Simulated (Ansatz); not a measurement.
# Mo: the cost of one run

Computed with Ansatz 0.2.0 (DFT LDA, frozen-core PAW, scalar-relativistic unless said, unless a step's input says otherwise).

### Step 1. The starting structure

It takes space group Im-3m (No. 229, cubic). The conventional cell has a = 3.147 Å, b = 3.147 Å, c = 3.147 Å, α = 90.00°, β = 90.00°, γ = 90.00°. Mo (site symmetry m-3m) is surrounded by 8 Mo at 2.73 Å.

Coordinates:

```
Mo
1.0
    -1.57342    1.57342    1.57342
     1.57342   -1.57342    1.57342
     1.57342    1.57342   -1.57342
Mo
1
Cartesian
  0.0000 0.0000 0.0000
```

Cartesian axes are those of the input's lattice vectors. The structure goes back to a database entry.

### Step 2. Cell and atoms relaxed, PAW

Contents of input.yaml:

```yaml
crystal:
  lattice:
    - [-1.573415, 1.573415, 1.573415]
    - [1.573415, -1.573415, 1.573415]
    - [1.573415, 1.573415, -1.573415]
  atoms:
    - { symbol: Mo, position: [0.0, 0.0, 0.0] }
kpoints:
  mp_grid: { grid: [24, 24, 24] }
scf:
  occupations: { method: fermi_dirac, width: 0.08 }
hamiltonian:
  xc: lda
  pseudopotentials: { kind: paw }
relax:
  f_tol: 0.002
  max_steps: 80
  cell: {}
output:
  forces: true
  stress: true
```

Command:

```sh
> ansatz run input.yaml --threads 1 --pin off --max-ram 3072MiB --backend cpu --events-out ev --progress --plain --runs-dir out
```

**Question.** How long does this run take on 1 thread of Intel Xeon Platinum 8488C (Sapphire Rapids), shared host, and how much memory does it need?

About 12 s, with a peak of 0.41 GiB.
